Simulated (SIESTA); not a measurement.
**Ta4NiO11 under changes of volume**

One of the cells (14.212 Å³/atom); the others are scaled copies at fixed shape and fractional positions:

```xyz
16
Lattice="5.3279 -0.0003 -0.0253 -0.0422 5.3710 0.0236 -0.4794 -0.0805 7.9484" Properties=species:S:1:pos:R:3 pbc="T T T"
Ta    2.5163    2.4483    4.1184
Ta    2.4661    2.7762    7.7945
Ta   -0.1614    5.2673    4.0733
Ta    0.2528    0.1320    0.1336
Ni    0.1949    3.0934    2.1500
O     4.9986    5.0203    1.8966
O     0.9011    1.4866    3.4184
O     1.3940    3.8618    0.4985
O     1.7778    1.2763    0.2897
O     1.3821    4.0095    3.6562
O     2.2910    2.3488    5.9584
O     3.5191    0.8377    3.8594
O     3.4194    4.4012    7.4773
O     4.4906    1.9536    0.6146
O     4.1072    3.4827    3.7768
O     0.0527    0.0064    5.9342
```

The cell was built by a generator and needn't be a form met in nature.

```yaml
Program: SIESTA 5.4.2
Functional: PBE
Potentials_or_basis: PseudoDojo 0.4 standard (PBE files)
Basis: DZP (energy shift 0.003 Ry; two zetas on semicore shells)
Grid_cutoff: 800 Ry
Energy_shift: 0.003 Ry
k_mesh: 5 × 5 × 4
Occupations: fermi-dirac, width 0.05 eV
Spin: collinear spin, ferromagnetic start
Starting_moments: "[0.0, 0.0, 0.0, 0.0, 1.0, 0.0, 0.0, 0.0, 0.0, 0.0, 0.0, 0.0, 0.0, 0.0, 0.0, 0.0] μB"
```

| volume (Å³/atom) | energy over the lowest point (meV/atom) | pressure (GPa) | gap on the mesh (eV) | largest force (eV/Å) |
| --- | --- | --- | --- | --- |
| 13.098 | 57.25 | 18.3 | 1.26 | 1.218 |
| 13.376 | 30.29 | 12.8 | 1.25 | 0.874 |
| 13.655 | ? | ? | ? | ? |
| 14.212 | 0.00 | -0.5 | 1.20 | 0.315 |
| 14.491 | 4.08 | -4.1 | 1.18 | 0.364 |
| 14.770 | 14.11 | -7.4 | 1.16 | 0.566 |

**Question.** What does the run at 13.655 Å³/atom give?

**Answer.** Energy over the lowest point 12.33 meV/atom; pressure 7.9 GPa; gap on the mesh 1.23 eV; largest force 0.558 eV/Å.

Worked out: A Birch-Murnaghan fit of order 3 (a polynomial in V^(-2/3)) to the other rows has its minimum at 14.17 Å³/atom with B0 = V·E''(V) = 195 GPa and B' = 4.4 at fixed shape and positions, which overstates the stiffness. It gives 12.31 meV/atom at 13.655 Å³/atom, against the run's 12.33, and -dE/dV = 7.9 GPa, against 7.9. A straight line through the other rows of the gap, of slope -0.836 eV per unit of ln V, gives 1.23 eV, against the run's 1.23.

Energies are extrapolated to zero smearing.

Caveats: short orbitals over semicore shells can move pressures by several GPa; spin-orbit coupling is left out, which moves the levels of the heavy elements; an odd mesh through Γ misses points on the zone boundary, where band edges often lie; the basis of atomic orbitals isn't converged, which shifts pressures, moduli and gaps; a cell with one magnetic atom can't hold antiferromagnetic order, which such compounds often take; forces of over 1 eV/Å show positions far from the minimum, so gaps and moduli don't describe the material at rest (some runs).
